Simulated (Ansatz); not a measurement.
# Ge2C+ (doublet): wave-function methods side by side, cc-pVTZ

Aim: climb from Hartree-Fock through coupled cluster and multireference methods for Ge2C+ (doublet) at one geometry and basis, and see what each rung misses.

The runs use Ansatz 0.2.0, Gaussian basis; cc-pVTZ, core rule «outside noble gas», up to 29 orbitals frozen.

The runs, in order: UHF; CCSD(T) on ROHF; CCSD(T) on UHF; BCCD(T) on ROHF; CCSDT(Q) on ROHF; CCSDT(Q) on UHF; CASSCF and NEVPT2, 11 electrons in 12 orbitals.

2 further runs of the same task are left out: 1 that didn't finish, 1 set aside as unsound or not needed.

## 1. The geometry

The geometry is a PBE0/def2-TZVP stationary point (not a proven minimum) of the parent state, kept for this charge and spin. No spin-orbit coupling is included. The filled d shell of Ge may be among the frozen orbitals whatever the setting's name suggests; the logs give the count.

3 atoms, charge 1, spin multiplicity 2.

Atoms are counted from 1 here; the program's logs count them from 0.

Bond lengths: Ge1–C2 1.768 Å, C2–Ge3 1.768 Å. Angles: Ge1–C2–Ge3 180.0°.

## 2. UHF

File in.yaml:

```yaml
crystal:
  periodic: [false, false, false]
  atoms:
    - {symbol: Ge, position_ang: [0.000000, 0.000000, 1.767500]}
    - {symbol: C, position_ang: [0.000000, 0.000000, 0.000000]}
    - {symbol: Ge, position_ang: [0.000000, 0.000000, -1.767500]}
basis:
  gaussian: {orbitals: cc-pVTZ}
total_charge: 1
magnetization: {spin_polarized: true, initial_magnetization: 1}
hamiltonian: {xc: hf}
output: {orbitals: {seedname: orbitals}}
```

The run is started by

```bash
ansatz run in.yaml --threads 1 --pin off --events-out ev --progress --plain --max-ram 4096MiB --backend cpu
```

Further steps of the session: CCSD(T) on ROHF; CCSD(T) on UHF; BCCD(T) on ROHF; CCSDT(Q) on ROHF; CCSDT(Q) on UHF; CASSCF and NEVPT2, 11 electrons in 12 orbitals.

Q: Predict the results of all the runs planned. Wanted: UCCSDT(Q) below the RHF energy; RMP2 from UCCSDT(Q); UMP2 from UCCSDT(Q); RCCSD from UCCSDT(Q); RCCSD(T) from UCCSDT(Q); UCCSD(T) from UCCSDT(Q); RCCSDT(Q) from UCCSDT(Q); NEVPT2 valence from UCCSDT(Q); T1 diagnostic.

As calculated:

| quantity | value |
| --- | --- |
| UCCSDT(Q) below the RHF energy | -8.4544 eV |
| RMP2 from UCCSDT(Q) | +1285.9 meV |
| UMP2 from UCCSDT(Q) | +1303.9 meV |
| RCCSD from UCCSDT(Q) | +501.3 meV |
| RCCSD(T) from UCCSDT(Q) | +71.8 meV |
| UCCSD(T) from UCCSDT(Q) | +72.0 meV |
| RCCSDT(Q) from UCCSDT(Q) | +2.5 meV |
| NEVPT2 valence from UCCSDT(Q) | +1071.1 meV |
| levels within 1 kcal/mol (43 meV) | RCCSDT, UCCSDT, RCCSDT(Q) |
| T1 diagnostic | 0.019 |
| effectively unpaired electrons | 1.09 |

RCCSD(T) lands +71.8 meV from the yardstick (0.8 % of the correlation energy). One determinant dominates. These misses are within one basis, not against nature; the frozen cores of restricted and unrestricted runs differ, which can shift their rows.
